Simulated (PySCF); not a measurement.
# GaF with other numerical set-ups

The method stays; parts of the set-up, such as the basis or the Hamiltonian, are changed.

Program: PySCF 2.14.0. Level of theory: each script names its method and basis. These are calculated values, not measurements.

1 further run of the same task is left out (it didn't finish).

### 1 The starting structure

GaF: 2 atoms, charge 0, spin multiplicity 1.

Bond lengths: Ga1–F2 2.093 Å.

### 2 The base run

input.py

```python
from pyscf import gto, scf

mol = gto.M(
    atom='Ga 0 0 0; F 0 0 2.093',
    basis='crenbl',
    ecp={'Ga': 'crenbl', 'F': 'crenbl'},
    charge=0,
    spin=0,
    symmetry=True,
    verbose=4,
)
mf = scf.RHF(mol)
mf.kernel()
mf.mulliken_pop()
mf.dip_moment()
print('orbital energies (hartree):', mf.mo_energy[..., max(0, mol.nelec[1]-3):mol.nelec[0]+3].round(4))
```

On the command line:

```sh
OMP_NUM_THREADS=1 python input.py
```

The log of this run is left out.

Base result: E(SCF) = -101.479199 Eh, 10 cycles, μ = 4.90 D.

The bond length is a typed value, not an optimised one.

### 3 Density fitting auto

Edit 1 changes density fitting: none → auto.

input.py

```python
from pyscf import gto, scf

mol = gto.M(
    atom='Ga 0 0 0; F 0 0 2.093',
    basis='crenbl',
    ecp={'Ga': 'crenbl', 'F': 'crenbl'},
    charge=0,
    spin=0,
    symmetry=True,
    verbose=4,
)
mf = scf.RHF(mol)
mf = mf.density_fit()
mf.kernel()
mf.mulliken_pop()
mf.dip_moment()
print('orbital energies (hartree):', mf.mo_energy[..., max(0, mol.nelec[1]-3):mol.nelec[0]+3].round(4))
```

On the command line:

```sh
OMP_NUM_THREADS=1 python input.py
```

### 4 Core potential off

Edit 2 changes core potential: on → off. The core potential changes with it: totals don't compare.

input.py

```python
from pyscf import gto, scf

mol = gto.M(
    atom='Ga 0 0 0; F 0 0 2.093',
    basis='crenbl',
    charge=0,
    spin=0,
    symmetry=True,
    verbose=4,
)
mf = scf.RHF(mol)
mf.kernel()
mf.analyze()
print('orbital energies (hartree):', mf.mo_energy[..., max(0, mol.nelec[1]-3):mol.nelec[0]+3].round(4))
```

### 5 Def2-svp (core potential off)

Edit 3 changes basis set: crenbl → def2-svp; core potential: on → off. The core potential changes with it: totals don't compare.

input.py

```python
from pyscf import gto, scf

mol = gto.M(
    atom='Ga 0 0 0; F 0 0 2.093',
    basis='def2-svp',
    charge=0,
    spin=0,
    symmetry=True,
    verbose=4,
)
mf = scf.RHF(mol)
mf.kernel()
mf.analyze()
print('orbital energies (hartree):', mf.mo_energy[..., max(0, mol.nelec[1]-3):mol.nelec[0]+3].round(4))
```

### 6 Ano-rcc-vdzp (core potential off, X2C on)

Edit 4 changes basis set: crenbl → ano-rcc-vdzp; core potential: on → off; spin-free X2C: off → on. The core potential changes with it: totals don't compare.

input.py

```python
from pyscf import gto, scf

mol = gto.M(
    atom='Ga 0 0 0; F 0 0 2.093',
    basis='ano-rcc-vdzp',
    charge=0,
    spin=0,
    symmetry=True,
    verbose=4,
)
mf = scf.RHF(mol)
mf = mf.sfx2c1e()
mf.kernel()
mf.analyze()
print('orbital energies (hartree):', mf.mo_energy[..., max(0, mol.nelec[1]-3):mol.nelec[0]+3].round(4))
```

### 7 X2c-svpall (core potential off, X2C on)

Edit 5 changes basis set: crenbl → x2c-svpall; core potential: on → off; spin-free X2C: off → on. The core potential changes with it: totals don't compare.

input.py

```python
from pyscf import gto, scf

mol = gto.M(
    atom='Ga 0 0 0; F 0 0 2.093',
    basis='x2c-svpall',
    charge=0,
    spin=0,
    symmetry=True,
    verbose=4,
)
mf = scf.RHF(mol)
mf = mf.sfx2c1e()
mf.kernel()
mf.analyze()
print('orbital energies (hartree):', mf.mo_energy[..., max(0, mol.nelec[1]-3):mol.nelec[0]+3].round(4))
```

Q: Predict the outcome of this session. Wanted: for each run, E(SCF); from base; gap; SCF dipole.

The runs gave:

| run | E(SCF) (hartree) | from base (eV) | cycles | gap (eV) | SCF dipole (D) | functions |
| --- | --- | --- | --- | --- | --- | --- |
| base | -101.479199 | 0 | 10 | 11.32 | 4.90 | 48 |
| density fitting auto | -102.039319 | -15.2417 | 10 | 11.11 | 4.94 | 48 |
| core potential off (poor choice) | -752.320442 | not comparable | 26 | 9.64 | 6.91 | 48 |
| def2-svp (core potential off) | -2022.382751 | not comparable | 9 | 11.33 | 4.25 | 46 |
| ano-rcc-vdzp (core potential off, X2C on) | -2041.805967 | not comparable | 9 | 11.76 | 5.13 | 41 |
| x2c-svpall (core potential off, X2C on) | -2041.331966 | not comparable | 9 | 11.55 | 4.38 | 46 |

What this shows: Rows marked «poor choice» come from settings spoiled on purpose.
